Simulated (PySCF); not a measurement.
# C2H7NSi (SMILES NC1C[SiH2]1): levels of theory compared

We compute a comparison of 6 runs (HF/3-21G, M06-L/def2-SVP, PBE/def2-SVP, SVWN5/def2-SVP, TPSS/def2-SVP, wB97M-V/def2-SVP) of C2H7NSi. Input form: a Python script.

The calculation is run with PySCF 2.14.0.

3 further runs of the same task are left out: 3 set aside as unsound or not needed.

## (1) Starting point

C2H7NSi: 11 atoms, total charge 0, spin state singlet. SMILES: `NC1C[SiH2]1`. Geometry: relaxed at PBE0-D4/def2-TZVP. This is one conformer, not always the lowest.

Bond lengths: N1–C2 1.437 Å, C2–C3 1.539 Å, C2–Si4 1.862 Å, C3–Si4 1.848 Å, N1–H5 1.011 Å, N1–H6 1.014 Å, C2–H7 1.094 Å, C3–H8 1.085 Å, C3–H9 1.086 Å, Si4–H10 1.479 Å, Si4–H11 1.476 Å. Some angles: N1–C2–C3 114.5°, N1–C2–Si4 118.4°, C3–C2–Si4 65.0°, C2–C3–Si4 65.9°, C2–Si4–C3 49.0°, N1–C2–H7 118.0°, C3–C2–H7 113.0°, Si4–C2–H7 116.4°, C2–N1–H5 111.6°, C2–N1–H6 111.3°.

## (2) The energy at HF/3-21G (run 1)

File input.py:

```python
from pyscf import gto

molecule = gto.M(
    atom=[
    ('N', (-1.337200, 0.826100, -0.314200)),
    ('C', (0.048100, 0.587400, -0.015100)),
    ('C', (0.296100, -0.519700, 1.025200)),
    ('Si', (0.845000, -0.955900, -0.685100)),
    ('H', (-1.450400, 1.288300, -1.206000)),
    ('H', (-1.774000, 1.401500, 0.397500)),
    ('H', (0.701400, 1.454200, 0.118600)),
    ('H', (1.025100, -0.311700, 1.801300)),
    ('H', (-0.607900, -0.997000, 1.390600)),
    ('H', (2.288700, -0.939900, -1.005500)),
    ('H', (0.030300, -1.890100, -1.486800)),
],
    verbose=3,
    basis='3-21g',
    max_memory=1860,
)

mf = molecule.RHF()
mf.conv_tol = 1e-10
mf.kernel()
if not mf.converged:
    mf = mf.newton().run(mf.mo_coeff, mf.mo_occ)

energy = mf.e_tot
print(f'total energy: {energy:.8f} hartree')
```

On the command line:

```
$ OMP_NUM_THREADS=1 python input.py
```

What it wrote:

```text
converged SCF energy = -420.842916236171
total energy: -420.84291624 hartree
```

Wall time 0.81 s (1 thread of Arm Neoverse V2, shared host); peak memory 0.12 GiB.

## (3) A single-point energy at M06-L/def2-SVP (run 2)

File calc.py:

```python
# NC1C[SiH2]1
from pyscf import gto, dft

molecule = gto.Mole()
molecule.atom = [
    ('N', (-1.337200, 0.826100, -0.314200)),
    ('C', (0.048100, 0.587400, -0.015100)),
    ('C', (0.296100, -0.519700, 1.025200)),
    ('Si', (0.845000, -0.955900, -0.685100)),
    ('H', (-1.450400, 1.288300, -1.206000)),
    ('H', (-1.774000, 1.401500, 0.397500)),
    ('H', (0.701400, 1.454200, 0.118600)),
    ('H', (1.025100, -0.311700, 1.801300)),
    ('H', (-0.607900, -0.997000, 1.390600)),
    ('H', (2.288700, -0.939900, -1.005500)),
    ('H', (0.030300, -1.890100, -1.486800)),
]
molecule.spin = 0
molecule.verbose = 3
molecule.basis = 'def2-svp'
molecule.max_memory = 1860
molecule.build()

mf = dft.RKS(molecule, xc='m06-l')
mf.grids.level = 5
mf.conv_tol = 1e-10
mf.kernel()
if not mf.converged:
    mf = mf.newton().run(mf.mo_coeff, mf.mo_occ)

e_final = mf.e_tot
print('E = %.10f Eh' % e_final)
```

On the command line:

```
$ OMP_NUM_THREADS=1 python calc.py
```

What it wrote:

```text
converged SCF energy = -424.40687334663
E = -424.4068733466 Eh
```

Wall time 53 s (1 thread of Arm Neoverse V2, shared host); peak memory 0.53 GiB.

Runs 3 to 5 aren't shown in full; the table further down has their settings and results.

## (4) A single-point energy at wB97M-V/def2-SVP (run 6)

File input.py:

```python
from pyscf import gto, dft

molecule = gto.M(
    atom='''
N   -1.337200   0.826100  -0.314200
C    0.048100   0.587400  -0.015100
C    0.296100  -0.519700   1.025200
Si   0.845000  -0.955900  -0.685100
H   -1.450400   1.288300  -1.206000
H   -1.774000   1.401500   0.397500
H    0.701400   1.454200   0.118600
H    1.025100  -0.311700   1.801300
H   -0.607900  -0.997000   1.390600
H    2.288700  -0.939900  -1.005500
H    0.030300  -1.890100  -1.486800
''',
    verbose=4,
    charge=0,
    basis='def2-svp',
    max_memory=1860,
    spin=0,
)

mf = dft.RKS(molecule)
mf.xc = 'wb97m-v'
mf.grids.level = 5
mf.conv_tol = 1e-10
mf.nlcgrids.level = 1
mf.kernel()
if not mf.converged:
    mf = mf.newton().run(mf.mo_coeff, mf.mo_occ)

e_tot = mf.e_tot
print('Final energy', e_tot)
```

On the command line:

```
$ OMP_NUM_THREADS=1 python input.py
```

What it wrote:

```text
PySCF version 2.14.0

[... 91 lines left out ...]
converged SCF energy = -424.325747212247
Final energy -424.32574721224654
```

Run time: 2 min. Hardware: 1 thread of Arm Neoverse V2, shared host; peak memory 0.54 GiB.

## (5) Overview of the runs

```csv
run,level,integration grid,nlc grid,energy (Eh),dipole moment (D),HOMO energy (eV),LUMO energy (eV),wall time
1,HF/3-21G,–,–,-420.842916,1.42,-8.94,4.25,0.81 s
2,M06-L/def2-SVP,5,–,-424.406873,1.29,-5.16,0.26,53 s
3,PBE/def2-SVP,5,–,-424.091237,1.36,-4.88,-0.02,24 s
4,SVWN5/def2-SVP,5,–,-422.059942,1.43,-4.96,-0.18,16 s
5,TPSS/def2-SVP,5,–,-424.471584,1.31,-5.00,0.15,53 s
6,wB97M-V/def2-SVP,5,1,-424.325747,1.21,-8.42,2.72,2 min
```

## (6) Summary of results

| quantity | value |
| --- | --- |
| run 6: total energy | -424.32575 Eh |
| run 6: dipole moment | 1.21 D |
| run 6: HOMO energy | -8.42 eV |
| run 6: LUMO energy | 2.72 eV |
| run 6: HOMO–LUMO gap | 11.14 eV |

The dipole moment (its size) runs from 1.21 D (wB97M-V/def2-SVP) to 1.43 D (SVWN5/def2-SVP). The HOMO–LUMO gap runs from 4.78 eV (SVWN5/def2-SVP) to 13.19 eV (HF/3-21G). The two ends differ in method and basis. Totals of different functionals can't be ranked against each other. All runs together took 4.4 min, the longest 2 min.
